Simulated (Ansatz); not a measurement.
**CaZn: a trigonal deformation path**

One table from this session's results is given with a row withheld; the runs are named, their logs left out.

Computed with Ansatz 0.2.0 (DFT r2SCAN, scalar-relativistic, plane waves, PAW, unless a step's input says otherwise).

### The starting structure

The structure is cubic, space group Pm-3m (No. 221). Conventional cell: a = 3.649 Å, b = 3.649 Å, c = 3.649 Å, α = 90.00°, β = 90.00°, γ = 90.00°. Ca (site symmetry m-3m) has 8 Zn at 3.16 Å as nearest neighbours. Zn (site symmetry m-3m) has 8 Ca at 3.16 Å as nearest neighbours.

Structure file:

```xyz
2
Lattice="3.6487 0.0000 0.0000 0.0000 3.6487 0.0000 0.0000 0.0000 3.6487" Properties=species:S:1:pos:R:3 pbc="T T T"
Ca    0.0000    0.0000    0.0000
Zn    1.8243    1.8243    1.8243
```

It goes back to an entry of the Materials Project, which need not be the stable form.

The cell is taken as given, not relaxed at this level.

Set-up of the first run:

At fixed volume and fractional coordinates, lengths along (0.577, 0.577, 0.577) are scaled against those across it; ρ is that ratio over its starting value.

input.yaml reads:

```yaml
crystal:
  lattice:
    - [3.8308778527, -0.7661755705, -0.7661755705]
    - [-0.7661755705, 3.8308778527, -0.7661755705]
    - [-0.7661755705, -0.7661755705, 3.8308778527]
  atoms:
    - { symbol: Ca, position: [0.0, 0.0, 0.0] }
    - { symbol: Zn, position: [0.5, 0.5, 0.5] }
basis:
  ecutwfc: 500
kpoints:
  mp_grid: { grid: [14, 14, 14] }
hamiltonian:
  xc: r2scan
scf:
  occupations: { method: gaussian, width: 0.15 }
output:
  forces: true
  stress: true
  eigenvalues: true
```

Started as:

```
$ ansatz run input.yaml --threads 1 --pin off --max-ram 1228MiB --backend cpu --events-out ev --progress --plain --runs-dir out
```

Steps of the session up to this table: ρ = 0.500; Point ρ = 2.000; At ρ = 0.710; At ρ = 1.410; ρ = 0.600.

One table of the session follows, with a row left open; its other results are not shown here.

It belongs to the step «The scan collected». The scan, with free energies counted from the undisturbed cell:

| ρ | ΔE (meV/atom) | pressure (GPa) |
| --- | --- | --- |
| 0.500 | 2995.8 | 30.4 |
| 0.600 | 1340.4 | 13.3 |
| 0.710 | ? | ? |
| 1.000 | 0.0 | 0.2 |
| 1.410 | 222.3 | 4.1 |
| 2.000 | 288.2 | 6.8 |

**Question.** Estimate the row for ρ = 0.710.

Worked estimate for «ΔE (meV/atom)». A straight line through the neighbours (0.600, 1340.4) and (1.000, 0.0) gives 1340.4 + (0.0 − 1340.4) × (0.710 − 0.600) / (1.000 − 0.600) = 971.8; a parabola fitted to 4 rows on both sides gives 1016.3.

As computed: ΔE (meV/atom): 516.4; pressure (GPa): 5.5. In «ΔE (meV/atom)» the line misses by +455.4 and the parabola by +499.9. Between these rows the values bend or scatter more than so simple an estimate can follow.
